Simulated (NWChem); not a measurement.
**One shape, several levels: doublet GeH3Cl+**

We compute a comparison of 3 runs (UHF/STO-3G, UB3LYP/6-31G*) of doublet GeH3Cl+. 

The calculation is run with NWChem 7.3.0.

21 further runs of the same task are left out: 1 that didn't finish, 20 set aside as unsound or not needed.

## Step 1: Starting point

The species is GeH3Cl+ (5 atoms), meant as a doublet with charge +1. As SMILES of the parent species, `[Cl][GeH3]`. The coordinates come from a PBE0-D4/def2-TZVP relaxation. That shape belongs to the parent species and isn't relaxed for this state.

Bond lengths: Cl1–Ge2 2.155 Å, Ge2–H3 1.532 Å, Ge2–H4 1.532 Å, Ge2–H5 1.532 Å. Angles: Cl1–Ge2–H3 107.1°, Cl1–Ge2–H4 107.1°, Cl1–Ge2–H5 107.1°, H3–Ge2–H4 111.7°, H3–Ge2–H5 111.7°, H4–Ge2–H5 111.7°.

## Step 2: A single-point energy at UHF/STO-3G (run 1)

File run.py:

```python
from ase import Atoms
from ase.calculators.nwchem import NWChem

atoms = Atoms(['Cl', 'Ge', 'H', 'H', 'H'], positions=[
    [-1.875800, -0.025100, 0.641300],
    [0.161800, -0.013900, -0.060600],
    [0.160400, 0.656200, -1.438100],
    [0.619000, -1.473700, -0.140600],
    [0.984500, 0.782900, 0.956700],
])

calc = NWChem(
    label='clgeh3',
    theory='scf',
    memory='2200 mb',
    basis='STO-3G',
    basispar='spherical bse',
    charge=1,
    scf={'nopen': '1', 'uhf': None, 'thresh': '1e-08', 'maxiter': '80'},
    task='energy',
)
atoms.calc = calc

e = atoms.get_potential_energy()
print(f"E = {e:.6f} eV")
```

On the command line:

```console
export ASE_NWCHEM_COMMAND="nwchem PREFIX.nwi > PREFIX.nwo"
python run.py
```

Output:

```text
E = -68240.746600 eV
```

The calculator wrote clgeh3.nwi:

```
title "clgeh3"

permanent_dir clgeh3

scratch_dir clgeh3

start clgeh3

geometry units angstrom nocenter noautosym noautoz
  Cl -1.8757999999999999e+00 -2.5100000000000001e-02 6.4129999999999998e-01
  Ge 1.6180000000000000e-01 -1.3899999999999999e-02 -6.0600000000000001e-02
  H  1.6039999999999999e-01 6.5620000000000001e-01 -1.4380999999999999e+00
  H  6.1899999999999999e-01 -1.4737000000000000e+00 -1.4060000000000000e-01
  H  9.8450000000000004e-01 7.8290000000000004e-01 9.5669999999999999e-01
end

charge 1

memory 2200 mb

basis spherical bse noprint
   * library STO-3G
end

scf
  nopen 1
  uhf
  thresh 1e-08
  maxiter 80
end

task scf energy
```

clgeh3.nwo:

```text
Northwest Computational Chemistry Package (NWChem) 7.3.0
             --------------------------------------------------------

           Job information
           ---------------

    nwchem branch   = 7.3.0
    use scalapack   = T
    input           = clgeh3.nwi
    prefix          = clgeh3.
    data base       = clgeh3/clgeh3.db
    status          = startup
    nproc           =        1

           Memory information
           ------------------

    heap     =     72089594 doubles =      550.0 Mbytes
    stack    =     72089599 doubles =      550.0 Mbytes
    global   =    144179200 doubles =     1100.0 Mbytes (distinct from heap & stack)
    total    =    288358393 doubles =     2200.0 Mbytes
    verify   = yes
    hardfail = no

[... 127 lines left out ...]
         Quadratically convergent UHF
[... 16 lines left out ...]
  ga_iter_lsolve: convergence stagnant ... aborting solve
[... 13 lines left out ...]
      One electron energy =  -3846.678772275392
[... 9 lines left out ...]
          Final alpha eigenvalues
[... 199 lines left out ...]
                     UHF Final Beta Molecular Orbital Analysis
[... 173 lines left out ...]
   Mulliken analysis of the spin density
   -------------------------------------

    Atom       Charge   Shell Charges
 -----------   ------   -------------------------------------------------------
    1 Cl  17     0.99   0.00  0.00  0.01  0.01  0.97
    2 Ge  32    -0.08  -0.00 -0.00 -0.00 -0.00 -0.00 -0.02 -0.07  0.00
    3 H    1     0.01   0.01
    4 H    1     0.03   0.03
    5 H    1     0.06   0.06

       Multipole analysis of the density wrt the origin
       ------------------------------------------------

     L   x y z        total         alpha         beta         nuclear
     -   - - -        -----         -----         ----         -------
     0   0 0 0      1.000000    -26.000000    -25.000000     52.000000

     1   1 0 0     -1.115656     24.680593     21.346934    -47.143183
[... 8 lines of this table left out ...]
     2   0 0 2    -19.219736    -29.101318    -26.229760     36.111342

 Task  times  cpu:       16.7s     wall:       16.7s
 Total times  cpu:       16.7s     wall:       16.7s
```

Run time: 18 s. Hardware: 1 thread of Intel Xeon Platinum 8488C (Sapphire Rapids), shared host; peak memory 0.099 GiB.

## Step 3: A single-point energy at UB3LYP/6-31G(d) (spherical functions) (run 2)

File clgeh3.nw:

```
start clgeh3
title "ClGeH3"
memory 2200 mb
charge 1
geometry units angstrom noautosym nocenter noautoz
Cl   -1.875800   -0.025100    0.641300
Ge    0.161800   -0.013900   -0.060600
H     0.160400    0.656200   -1.438100
H     0.619000   -1.473700   -0.140600
H     0.984500    0.782900    0.956700
end
basis spherical bse
Cl library 6-31G*
Ge library 6-31G*
H library 6-31G*
end
dft
xc b3lyp
mult 2
grid xfine
convergence energy 1e-08
iterations 100
mulliken
print low
end
task dft energy
```

On the command line:

```console
nwchem clgeh3.nw > clgeh3.out
```

Output:

```text
[...]
 d= 0,ls=0.0,diis     1  -2538.0654628515 -2.71D+03  1.44D-02  1.62D+00     2.5
[...]
 d= 0,ls=0.0,diis    12  -2538.3785971245 -4.00D-09  5.86D-07  4.08D-10    23.8
[...]
         Total DFT energy =    -2538.378597124547
      One electron energy =    -3868.345238007363
           Coulomb energy =     1261.690043679072
    Exchange-Corr. energy =     -108.117237493873
 Nuclear repulsion energy =      176.393834697617
[...]
      Total Density - Mulliken Population Analysis
     ---------------------------------------------
    Atom       Charge   Shell Charges
 -----------   ------   -------------------------------------------------------
    1 Cl  17    16.65   2.00  2.00  5.97  1.48  3.50  0.48  1.21  0.02
    2 Ge  32    31.89   2.00  2.00  6.00  2.00  5.99  1.39  2.20  0.03  0.10  6.85  2.94  0.40
    3 H    1     0.83   0.46  0.37
    4 H    1     0.83   0.46  0.37
    5 H    1     0.79   0.45  0.34
[...]
      <S2> =      0.7555 (Exact =     0.7500)
[...]
```

Run time: 25 s. Hardware: 1 thread of Intel Xeon Platinum 8488C (Sapphire Rapids), shared host; peak memory 0.12 GiB.

## Step 4: The energy at UB3LYP/6-31G(d) (Cartesian functions) (run 3)

File input.nw:

```
start input
memory stack 880 mb heap 220 mb global 1100 mb
charge 1

geometry noautosym nocenter noautoz
  Cl    -1.875800    -0.025100     0.641300
  Ge     0.161800    -0.013900    -0.060600
  H      0.160400     0.656200    -1.438100
  H      0.619000    -1.473700    -0.140600
  H      0.984500     0.782900     0.956700
end

basis cartesian
  Cl library 6-31G*
  Ge library 6-31G*
  H library 6-31G*
end

dft
  xc b3lyp
  mult 2
  grid xfine
  convergence energy 1e-08
  maxiter 100
  mulliken
  noprint "final vectors analysis"
end

task dft energy
```

On the command line:

```console
nwchem input.nw > input.out
```

Output:

```text
[...]
          Wavefunction type:  spin polarized.
          No. of atoms     :     5
          No. of electrons :    51
[...]
          Charge           :     1
          Spin multiplicity:     2
[...]
          AO basis - number of functions:    60
[...]
              XC Information
              --------------
                         B3LYP Method XC Potential
                     Hartree-Fock (Exact) Exchange  0.200
                        Slater Exchange Functional  0.800 local
                    Becke 1988 Exchange Functional  0.720 non-local
              Lee-Yang-Parr Correlation Functional  0.810
                  VWN I RPA Correlation Functional  0.190 local
[...]
 d= 0,ls=0.0,diis     1  -2538.0490584245 -2.71D+03  2.16D-02  2.42D+00     2.5
[...]
 d= 0,ls=0.0,diis    13  -2538.3868282689 -4.49D-09  3.51D-07  2.55D-10    27.0
[...]
         Total DFT energy =    -2538.386828268885
      One electron energy =    -3868.279201093694
           Coulomb energy =     1261.578040752761
    Exchange-Corr. energy =     -108.079502625569
 Nuclear repulsion energy =      176.393834697617
[...]
      Total Density - Mulliken Population Analysis
     ---------------------------------------------
    Atom       Charge   Shell Charges
 -----------   ------   -------------------------------------------------------
    1 Cl  17    16.66   2.00  1.99  5.97  1.53  3.50  0.49  1.21 -0.03
    2 Ge  32    31.87   2.00  1.99  6.00  1.93  5.99  1.42  2.19  0.05  0.11  6.92  2.96  0.32
    3 H    1     0.84   0.47  0.37
    4 H    1     0.84   0.47  0.37
    5 H    1     0.79   0.45  0.35
[...]
      <S2> =      0.7555 (Exact =     0.7500)
[...]
```

Run time: 28 s. Hardware: 1 thread of Intel Xeon Platinum 8488C (Sapphire Rapids), shared host; peak memory 0.13 GiB.

## Step 5: Overview of the runs

| run | level | iteration cap | module | energy (Eh) | ⟨S²⟩ | wall time |
| --- | --- | --- | --- | --- | --- | --- |
| 1 | UHF/STO-3G | 80 | scf | -2507.801203 | 0.753 | 18 s |
| 2 | UB3LYP/6-31G* (spherical functions) | 100 | dft | -2538.378597 | 0.755 | 25 s |
| 3 | UB3LYP/6-31G* (Cartesian functions) | 100 | dft | -2538.386828 | 0.755 | 28 s |

## Step 6: What came out

| quantity | value |
| --- | --- |
| run 3: total energy | -2538.38683 Eh |
| run 3: ⟨S²⟩ | 0.755 |

In words: In run 1 the basis is minimal, so the values are rough. All runs together took 70 s, the longest 28 s.
